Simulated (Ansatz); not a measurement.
# La2LuN3: the cost of one run

Program: Ansatz 0.2.0. Level of theory: DFT PBE, scalar-relativistic, plane waves, PAW. These are calculated values, not measurements.

## (1) Starting point

It takes space group P4mm (No. 99, tetragonal). The conventional cell has a = 4.466 Å, b = 4.466 Å, c = 7.210 Å, α = 90.00°, β = 90.00°, γ = 90.00°. Around La (site symmetry 2mm) lie 1 N at 1.96 Å. Lu (site symmetry 4mm) has 4 La at 2.74 Å and 1 N at 3.01 Å as nearest neighbours. N (site symmetry 2mm) has 1 La at 1.96 Å as nearest neighbours. N (site symmetry 4mm) is surrounded by 4 N at 2.33 Å and 1 Lu at 3.01 Å.

Coordinates:

```cif
data_structure
_symmetry_space_group_name_H-M 'P4mm'
_symmetry_Int_Tables_number 99
_cell_length_a 4.4655
_cell_length_b 4.4655
_cell_length_c 7.2098
_cell_angle_alpha 90.000
_cell_angle_beta 90.000
_cell_angle_gamma 90.000
_cell_volume 143.77
loop_
_atom_site_label
_atom_site_type_symbol
_atom_site_symmetry_multiplicity
_atom_site_Wyckoff_symbol
_atom_site_fract_x
_atom_site_fract_y
_atom_site_fract_z
_atom_site_occupancy
La1 La 2 c 0.50000 0.00000 0.11434 1
Lu1 Lu 1 a 0.00000 0.00000 0.33395 1
N1 N 2 c 0.50000 0.00000 0.84295 1
N2 N 1 a 0.00000 0.00000 0.75169 1
```

Recipe of the guess: random cell by space group and Wyckoff sites (P4mm, No. 99). Lengths come from tabulated atomic sizes and are only a guess.

## (2) The guess as it stands, on a coarse mesh

input.yaml reads:

```yaml
crystal:
  lattice:
    - [4.46552117, 0.0, 0.0]
    - [0.0, 4.46552117, 0.0]
    - [0.0, 0.0, 7.20984313]
  atoms:
    - { symbol: La, position: [0.5, 0.0, 0.11433859] }
    - { symbol: La, position: [0.0, 0.5, 0.11433859] }
    - { symbol: Lu, position: [0.0, 0.0, 0.33394719] }
    - { symbol: "N", position: [0.5, 0.0, 0.84295102] }
    - { symbol: "N", position: [0.0, 0.5, 0.84295102] }
    - { symbol: "N", position: [0.0, 0.0, 0.75168743] }
basis:
  ecutwfc: 420
kpoints:
  mp_grid: { grid: [4, 4, 4] }
hamiltonian:
  xc: pbe
scf:
  occupations: { method: gaussian, width: 0.1 }
  lower_state_search: "off"
output:
  forces: true
  stress: true
  eigenvalues: true
```

Started as:

```
> ansatz run input.yaml --threads 1 --pin off --max-ram 2560MiB --backend cpu --events-out ev --progress --plain --runs-dir out
```

Q: Estimate wall time and peak memory on 1 thread of Arm Neoverse N1, shared host.

About 23 s, with a peak of 0.39 GiB.
